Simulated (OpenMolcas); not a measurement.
**Ir²⁺ among point charges: CASSCF and CASPT2 levels and susceptibility**

How does a field of 6 point charges split the states of Ir²⁺, and what χT follows?

The numbers are computed with OpenMolcas 26.06 (state-averaged CASSCF and CASPT2, spin-orbit coupling by RASSI with atomic mean-field integrals), except any that are marked as measured or tabulated.

## Step 1: The atom as given

```
Species                           : Ir²⁺ (iridium, Z = 77, 75 electrons)
Basis                             : ANO-RCC-VDZP [7s6p4d2f], 59 functions
Scalar Hamiltonian                : DKH2, point nucleus
Inactive shells                   : 1s 2s 2p 3s 3p 3d 4s 4p 4d 4f 5s 5p
Active space                      : 7 electrons in 5 orbitals (5d)
Some configurations of this space : 5d⁷
Orbitals                          : optimised for each spin and parity, averaged over all roots
```

Outer shells as boxes (Hund's rule):

5d7
```
5d [↑↓][↑↓][↑ ][↑ ][↑ ]
```

The ion sits among 6 point charges of -1.7 e arranged as a trigonal antiprism (D3d), 2.2 Å from the ion, with a polar angle of 47.6° against the regular 54.74°.

The work runs as a chain of OpenMolcas steps in one folder; each step below is one input file. Labels, J, g values, rates, χT and fits are worked out afterwards by a script from the matrices that RASSI stores. The input lists half of the charges; inversion (Group=XYZ) makes the rest.

## Step 2: Basis and integrals

a.inp reads:

```
&GATEWAY
Coord
1

Ir 0.0 0.0 0.0
Basis=ANO-RCC-VDZP
Group=XYZ
NoMove
AngMom=0.0 0.0 0.0
AMFI
XField
3 Angstrom 0
0.000000 1.625119 1.482899 -1.700000
1.407394 -0.812559 1.482899 -1.700000
1.407394 0.812559 -1.482899 -1.700000
&SEWARD
```

On the command line:

```console
$ OMP_NUM_THREADS=1 MOLCAS_MEM=1689 MOLCAS_PROJECT=a pymolcas a.inp > a.log
```

## Step 3: Reference wave functions, quartets of even parity, 10 roots

a.inp reads:

```
&RASSCF
FileOrb=start.orb
Symmetry=1
Spin=4
nActEl=7 0 0
Inactive=15 19
Ras2=5 0
CIRoot=10 10 1
SDav=10
CIMx=300
Iter=120 100
PrWF=0.3
OrbListing=Nothing
MaxOrb=0
>>> COPY $Project.JobIph JOB001
```

start.orb holds the contracted functions of the basis, ordered by shell, or the orbitals of the step before.

## Step 4: Reference wave functions, doublets of even parity, 40 roots

a.inp reads:

```
&RASSCF
FileOrb=start.orb
Symmetry=1
Spin=2
nActEl=7 0 0
Inactive=15 19
Ras2=5 0
CIRoot=40 40 1
SDav=40
CIMx=300
Iter=120 100
PrWF=0.3
OrbListing=Nothing
MaxOrb=0
>>> COPY $Project.JobIph JOB002
```

## Step 5: RASSI: spin-orbit coupling between the states

a.inp reads:

```
&RASSI
NrOfJobIphs=2 10 40
1 2 3 4 5 6 7 8 9 10
1 2 3 4 5 6 7 8 9 10 11 12 13 14 15 16 17 18 19 20 21 22 23 24 25 26 27
28 29 30 31 32 33 34 35 36 37 38 39 40
IphNames
JOB001
JOB002
EJob
SpinOrbit
DIPRint=1.0
SOCoupling=1000.0
Subsets=2
Property=9
'ANGMOM' 1 'ANGMOM' 2 'ANGMOM' 3 'MLTPL  1' 1 'MLTPL  1' 2 'MLTPL  1' 3
'AMFI' 1 'AMFI' 2 'AMFI' 3
SOProperty=3
'ANGMOM' 1 'ANGMOM' 2 'ANGMOM' 3
```

## Step 6: CASPT2: IPEA 0.25, imaginary shift 0.1 (closed shells correlated: 5s 5p)

a.inp reads:

```
>>> COPY JOB001 $Project.JobIph
&CASPT2
Multistate=10 1 2 3 4 5 6 7 8 9 10
NoMult
Frozen=14 16
IPEA=0.25
Imaginary=0.1
MaxIter=60
WThr=0.0 0.3 0.05
PrWF=0.5
NoMix
>>> COPY JOB002 $Project.JobIph
&CASPT2
Multistate=40 1 2 3 4 5 6 7 8 9 10 11 12 13 14 15 16 17 18 19 20 21 22
23 24 25 26 27 28 29 30 31 32 33 34 35 36 37 38 39 40
NoMult
Frozen=14 16
IPEA=0.25
Imaginary=0.1
MaxIter=60
WThr=0.0 0.3 0.05
PrWF=0.5
NoMix
```

(Steps that only read results are left out.)

**Question.** What will these runs give? Wanted: spin-free ground state; first state of the same spin within the active space; lowest level; next level.

**Answer**, as computed:

```
                                            quantity                                                                        value
                                              method  SS-CASPT2, IPEA 0.25, imaginary shift 0.1 (closed shells correlated: 5s 5p)
                              spin-free ground state                                               4E, 2-fold in its orbital part
first state of the same spin within the active space                                                             4A2 at 1460 cm⁻¹
                                        lowest level                                            2-fold E1/2, g = 2.08, 2.08, 8.11
                                          next level                                                                   638.9 cm⁻¹
                                         χT at 300 K                                                               3.28 cm³ K/mol
                           effective moment at 300 K                                                                      5.12 μB
```

Cost by method:

```
                                              method  time of its own steps  time with the reference
                                           A. CASSCF                  9.3 s                    9.3 s
B. SS-CASPT2, IPEA 0.25, imaginary shift 0.1, +5s 5p                  3.1 s                     12 s
```

Times are of one thread on a shared host.

In words: The spin-free ground state (4E) comes to 98 % from free-ion F terms and keeps the highest spin of the shell. χT at 300 K is 3.28, against 1.88 cm³ K/mol for the spin alone, so orbital moment adds to it. An active space of the d shell alone favours high spin; real ions in strong fields can be low spin. CASPT2 does not keep the components of a term degenerate, and the means are used. The field of point charges can differ much from that of real complexes. With metal d orbitals alone active, the gaps between spin states are rough; where two lie within a few thousand cm-1, their order is open. Point charges carry no covalency, so the field is a model and not that of real ligands.
